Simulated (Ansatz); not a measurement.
# Si3SnO8: the band gap up the ladder of functionals

An exercise on one series of results from a longer session: the logs are not shown, and one member is left open.

Program: Ansatz 0.2.0. PAW datasets, plane waves. Values at 0 K without nuclear motion; spin polarisation is off, and the phase may be a hypothetical one.

### The system as given

The cell was relaxed beforehand with r2SCAN.

It is orthorhombic, Cmmm (No. 65); a = 6.020 Å, b = 6.210 Å, c = 5.647 Å in the conventional setting, 8.80 Å³ an atom. Sn has 6 O at 1.99–2.02 Å; Si has 6 O at 1.78–1.83 Å; O has 2 Si at 1.83 Å and 1 Sn at 2.02 Å; O has 2 Si at 1.76–1.78 Å and 1 Sn at 1.99 Å; Si has 6 O at 1.76–1.90 Å.

As a file:

```xyz
12
Lattice="3.1049 -3.0102 0.0000 3.1049 3.0102 0.0000 0.0000 0.0000 5.6472" Properties=species:S:1:pos:R:3 pbc="T T T"
Sn    3.1049    0.0000    0.0000
Si    0.0000    0.0000    4.1717
O     1.0870    0.0000    0.0000
O     5.1228    0.0000    0.0000
O     3.1049   -1.2297    4.0814
O     3.1049    1.2297    4.0814
Si    3.1049    0.0000    2.8236
Si    0.0000    0.0000    1.4755
O     1.2062    0.0000    2.8236
O     5.0036    0.0000    2.8236
O     3.1049   -1.2297    1.5658
O     3.1049    1.2297    1.5658
```

Set-up of the first run:

Input file input.yaml:

```yaml
crystal:
  lattice:
    - [3.1048833768, -3.0101726434, 0.0]
    - [3.1048833768, 3.0101726434, 0.0]
    - [0.0, 0.0, 5.6471684943]
  atoms:
    - { symbol: Sn, position: [0.5, 0.5, 0.0] }
    - { symbol: Si, position: [0.0, 0.0, 0.7387199016] }
    - { symbol: O, position: [0.1750482592, 0.1750482592, 0.0] }
    - { symbol: O, position: [0.8249517408, 0.8249517408, 0.0] }
    - { symbol: O, position: [0.7042584778, 0.2957415222, 0.7227292989] }
    - { symbol: O, position: [0.2957415222, 0.7042584778, 0.7227292989] }
    - { symbol: Si, position: [0.5, 0.5, 0.5] }
    - { symbol: Si, position: [0.0, 0.0, 0.2612800984] }
    - { symbol: O, position: [0.1942356109, 0.1942356109, 0.5] }
    - { symbol: O, position: [0.8057643891, 0.8057643891, 0.5] }
    - { symbol: O, position: [0.7042584778, 0.2957415222, 0.2772707011] }
    - { symbol: O, position: [0.2957415222, 0.7042584778, 0.2772707011] }
kpoints:
  mp_grid: { grid: [6, 6, 4] }
  band_path:
    path:
      - [[0.0, 0.0, 0.0], [0.5, 0.5, -1.06822434534e-33], [0.5150192782813, 0.4849807217187, 6.657839480237e-20]]
      - [[0.4849807217187, -0.4849807217187, 2.14985283297e-18], [0.0, 0.0, 0.0], [-5.352848437604e-36, -2.2264911772e-35, 0.5], [0.4849807217187, -0.4849807217187, 0.5]]
      - [[0.5150192782813, 0.4849807217187, 0.5], [0.5, 0.5, 0.5], [0.5, 0.5, -1.06822434534e-33]]
      - [[0.0, 0.0, 0.0], [0.5, -5.377710974506e-18, 1.108215613886e-18], [0.5, -5.69317033926e-18, 0.5], [-5.352848437604e-36, -2.2264911772e-35, 0.5], [0.5, 0.5, 0.5]]
    npoints: 10
hamiltonian:
  xc: pbe
scf:
  occupations: { method: fermi_dirac, width: 0.02 }
  n_extra_bands: 7
output:
  forces: true
  stress: true
  eigenvalues: true
  write_density: true
  write_potential: true
  elf: true
  volumetric_format: npy
```

Among the steps run: PBE bands along the symmetry lines; r2SCAN; HSE06 at the same geometry; PBE+SOC; PBE0.

One of the session's tables, all rows but one given; the rest of the session is left out.

| level | gap (eV) |
| --- | --- |
| PBE | 3.55 |
| r2SCAN | 4.35 |
| HSE06 | ? |
| PBE+SOC | 3.56 |
| PBE0 | 6.27 |

Q: Estimate the row for HSE06 from the others.

**Answer.** gap (eV): 5.52. In the column «gap (eV)» it lies between r2SCAN (4.35) and PBE0 (6.27).

Meshes: PBE 6×6×4, r2SCAN 6×6×4, HSE06 4×4×4, PBE+SOC 6×6×4, PBE0 4×4×4

PBE reaches 64 % of the HSE06 value, and r2SCAN 79 %. PBE0 lies 0.76 eV above HSE06, which differs from it by screening the long-range exchange.

To keep in mind: Warnings in the runs' records: stress scf threshold loose, stress exchange threshold loose.
